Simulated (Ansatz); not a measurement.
# GeH3Br (SMILES [GeH3][Br]): a rigid scan of the bond length Ge1–H4

One table from this session's results is given with a row withheld; the runs are named, their logs left out.

Method: single points in def2-TZVPP; program: Ansatz 0.2.0, Gaussian basis.

Levels: PBE-D4, r2SCAN-D4, PBE0-D4, B3LYP-D4, wB97M-V, Hartree-Fock, MP2, CCSD, CCSD(T). The scan takes 1.256, 1.320, 1.415, 1.525, 1.648, 1.780, 1.920, 2.067, 2.221 Å.

Cores are frozen in the correlated methods. Filled d shells of the heavier atoms are correlated. B3LYP uses VWN-RPA correlation.

28 further runs of the same task are left out: 28 set aside as unsound or not needed.

## Starting geometry

The minimum, relaxed at PBE0-D4: SMILES `[GeH3][Br]`, 5 atoms, charge 0, spin multiplicity 1.

Atoms are counted from 1 here; the program's logs count them from 0.

Bond lengths: Ge1–Br2 2.309 Å, Ge1–H3 1.532 Å, Ge1–H4 1.532 Å, Ge1–H5 1.532 Å. Angles: Br2–Ge1–H3 107.2°, Br2–Ge1–H4 107.2°, Br2–Ge1–H5 107.2°, H3–Ge1–H4 111.7°, H3–Ge1–H5 111.7°, H4–Ge1–H5 111.7°.

Coordinates:

```mol
BrGeH3
  3D, bonds by distance, orders not assigned

  5  4  0  0  0  0  0  0  0  0999 V2000
    0.1491   -0.0011   -0.1375 Ge  0  0
   -1.5388   -0.1665    1.4298 Br  0  0
    0.1386    1.4371   -0.6638 H   0  0
   -0.1621   -1.0110   -1.2461 H   0  0
    1.4632   -0.3322    0.5760 H   0  0
  1  2  8  0
  1  3  8  0
  1  4  8  0
  1  5  8  0
M  END
```

Energies of the minimum (eV), from earlier single points: PBE-D4 -126595.12039, r2SCAN-D4 -126613.71945, PBE0-D4 -126599.16395, B3LYP-D4 -126616.69416, wB97M-V -126606.99587, CCSD(T) -126536.85245.

At the minimum the bond length Ge1–H4 is 1.532 Å.

Set-up of the first run:

Input file ccsdt-tzvpp/in.yaml:

```yaml
crystal:
  periodic: [false, false, false]
  atoms:
    - {symbol: Ge, position_ang: [0.149106, -0.001111, -0.137488]}
    - {symbol: Br, position_ang: [-1.538842, -0.166535, 1.429849]}
    - {symbol: H, position_ang: [0.138593, 1.437103, -0.663841]}
    - {symbol: H, position_ang: [-0.106108, -0.829292, -1.046618]}
    - {symbol: H, position_ang: [1.463238, -0.332185, 0.576036]}
basis:
  gaussian: {orbitals: def2-TZVPP}
correlation: {method: ccsd_t}
```

The command line of these runs was not kept.

Steps of the session up to this table: Ge1–H4 = 1.256 Å; Ge1–H4 = 1.320 Å; Ge1–H4 = 1.415 Å; Ge1–H4 = 1.525 Å; Ge1–H4 = 1.648 Å; Ge1–H4 = 1.780 Å; Ge1–H4 = 1.920 Å; Ge1–H4 = 2.067 Å; Ge1–H4 = 2.221 Å.

One of the session's tables, all rows but one given; the rest of the session is left out.

It belongs to the step «The curves». Energies less that of the minimum at the same level (eV):

| bond length (Å) | PBE-D4 | PBE0-D4 | B3LYP-D4 | wB97M-V | Hartree-Fock |
| --- | --- | --- | --- | --- | --- |
| 1.256 | 1.032 | 1.002 | 0.996 | 0.967 | 1.039 |
| 1.320 | 0.558 | 0.531 | 0.528 | 0.504 | 0.548 |
| 1.415 | 0.156 | 0.138 | 0.138 | 0.124 | 0.139 |
| 1.525 | 0.001 | 0.000 | 0.000 | 0.000 | 0.000 |
| 1.532 (minimum) | 0.000 | 0.000 | 0.000 | 0.000 | 0.000 |
| 1.648 | 0.077 | 0.100 | 0.096 | 0.115 | 0.116 |
| 1.780 | ? | ? | ? | ? | ? |
| 1.920 | 0.679 | 0.773 | 0.740 | 0.830 | 0.877 |
| 2.067 | 1.102 | 1.238 | 1.187 | 1.316 | 1.404 |
| 2.221 | 1.552 | 1.734 | 1.665 | 1.833 | 1.972 |

**Question.** Estimate the row for bond length (Å) = 1.780.

Worked estimate for «PBE-D4». A straight line through the neighbours (1.648, 0.077) and (1.920, 0.679) gives 0.077 + (0.679 − 0.077) × (1.780 − 1.648) / (1.920 − 1.648) = 0.369; a parabola fitted to 4 rows on both sides gives 0.323.

The run gave: PBE-D4: 0.326; PBE0-D4: 0.380; B3LYP-D4: 0.368; wB97M-V: 0.412; Hartree-Fock: 0.429. In «PBE-D4» the line misses by +0.043 and the parabola by -0.003.

To keep in mind: A polynomial through the near points puts the CCSD(T) minimum 0.009 Å below the PBE0-D4 value.
